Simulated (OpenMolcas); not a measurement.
# Au⁴⁺ among point charges: CASSCF and CASPT2 levels and susceptibility

How does a field of 5 point charges split the states of Au⁴⁺, and what χT follows?

Method: state-averaged CASSCF and CASPT2, spin-orbit coupling by RASSI with atomic mean-field integrals. Code: OpenMolcas 26.06.

### 1 The system

- Species: Au⁴⁺ (gold, Z = 79, 75 electrons)
- Basis: ANO-RCC-VDZP [7s6p4d2f], 59 functions
- Scalar Hamiltonian: DKH2, point nucleus
- Inactive shells: 1s 2s 2p 3s 3p 3d 4s 4p 4d 4f 5s 5p
- Active space: 7 electrons in 5 orbitals (5d)
- Some configurations of this space: 5d7
- Orbitals: optimised for each spin and parity, averaged over all roots

The outer shells:

5d7
```
5d [↑↓][↑↓][↑ ][↑ ][↑ ]
```

The ion sits among 5 point charges of -1.5 e arranged as a trigonal bipyramid (D3h), 2.06 Å from the ion, with the axial distance 2.019 Å.

Each step is its own input file, run in one work folder so that later steps find the files of earlier ones. Labels, J, g values, rates, χT and fits are worked out afterwards by a script from the matrices that RASSI stores.

### 2 Basis and integrals

The input, a.inp:

```
&GATEWAY
Coord
1

Au 0.0 0.0 0.0
Basis=ANO-RCC-VDZP
Group=NoSym
NoMove
AngMom=0.0 0.0 0.0
AMFI
XField
5 Angstrom 0
2.060000 0.000000 0.000000 -1.500000
-1.030000 1.784012 0.000000 -1.500000
-1.030000 -1.784012 0.000000 -1.500000
0.000000 0.000000 2.018800 -1.500000
0.000000 0.000000 -2.018800 -1.500000
&SEWARD
```

Started as:

```
> OMP_NUM_THREADS=1 MOLCAS_MEM=1689 MOLCAS_PROJECT=a pymolcas a.inp > a.log
```

### 3 Reference wave functions, quartets, 10 roots

The input, a.inp:

```
&RASSCF
FileOrb=start.orb
Symmetry=1
Spin=4
nActEl=7 0 0
Inactive=34
Ras2=5
CIRoot=10 10 1
SDav=10
CIMx=300
Iter=120 100
PrWF=0.3
OrbListing=Nothing
MaxOrb=0
>>> COPY $Project.JobIph JOB001
```

start.orb holds the contracted functions of the basis, ordered by shell, or the orbitals of the step before.

### 4 Reference wave functions, doublets, 40 roots

The input, a.inp:

```
&RASSCF
FileOrb=start.orb
Symmetry=1
Spin=2
nActEl=7 0 0
Inactive=34
Ras2=5
CIRoot=40 40 1
SDav=40
CIMx=300
Iter=120 100
PrWF=0.3
OrbListing=Nothing
MaxOrb=0
>>> COPY $Project.JobIph JOB002
```

### 5 RASSI: spin-orbit coupling between the states

The input, a.inp:

```
&RASSI
NrOfJobIphs=2 10 40
1 2 3 4 5 6 7 8 9 10
1 2 3 4 5 6 7 8 9 10 11 12 13 14 15 16 17 18 19 20 21 22 23 24 25 26 27
28 29 30 31 32 33 34 35 36 37 38 39 40
IphNames
JOB001
JOB002
EJob
SpinOrbit
DIPRint=1.0
SOCoupling=1000.0
Subsets=2
Property=9
'ANGMOM' 1 'ANGMOM' 2 'ANGMOM' 3 'MLTPL  1' 1 'MLTPL  1' 2 'MLTPL  1' 3
'AMFI' 1 'AMFI' 2 'AMFI' 3
SOProperty=3
'ANGMOM' 1 'ANGMOM' 2 'ANGMOM' 3
```

### 6 CASPT2: IPEA 0.25, imaginary shift 0.1 (closed shells correlated: 4f 5s 5p)

The input, a.inp:

```
>>> COPY JOB001 $Project.JobIph
&CASPT2
Multistate=10 1 2 3 4 5 6 7 8 9 10
NoMult
Frozen=23
IPEA=0.25
Imaginary=0.1
MaxIter=60
WThr=0.0 0.3 0.05
PrWF=0.5
NoMix
>>> COPY JOB002 $Project.JobIph
&CASPT2
Multistate=40 1 2 3 4 5 6 7 8 9 10 11 12 13 14 15 16 17 18 19 20 21 22
23 24 25 26 27 28 29 30 31 32 33 34 35 36 37 38 39 40
NoMult
Frozen=23
IPEA=0.25
Imaginary=0.1
MaxIter=60
WThr=0.0 0.3 0.05
PrWF=0.5
NoMix
```

(Steps that only read results are left out.)

What does the calculation give? Wanted: spin-free ground state; first state of the same spin within the active space; lowest level; next level.

**Answer**, as computed:

```
                                            quantity                                                                           value
                                              method  SS-CASPT2, IPEA 0.25, imaginary shift 0.1 (closed shells correlated: 4f 5s 5p)
                              spin-free ground state                                                 4A1, 1-fold in its orbital part
first state of the same spin within the active space                                                                4A2 at 8.42 cm⁻¹
                                        lowest level                                              2-fold E3/2, g = 0.00, 0.00, 11.71
                                          next level                                                                      926.8 cm⁻¹
                                         χT at 300 K                                                                  4.46 cm³ K/mol
                           effective moment at 300 K                                                                         5.98 μB
```

Cost by method:

| method | time of its own steps | time with the reference |
| --- | --- | --- |
| A. CASSCF | 9.6 s | 9.6 s |
| B. SS-CASPT2, IPEA 0.25, imaginary shift 0.1, +4f 5s 5p | 9 s | 19 s |

Times are of one thread on a shared host.

What this shows: The spin-free ground state (4A1) comes to 100 % from free-ion F terms and keeps the highest spin of the shell. χT at 300 K is 4.46, against 1.88 cm³ K/mol for the spin alone, so orbital moment adds to it. An active space of the d shell alone favours high spin; real ions in strong fields can be low spin. CASPT2 does not keep the components of a term degenerate, and the means are used. The field of point charges can differ much from that of real complexes. With metal d orbitals alone active, the gaps between spin states are rough; where two lie within a few thousand cm-1, their order is open. This is an electrostatic model: the charges have no orbitals.
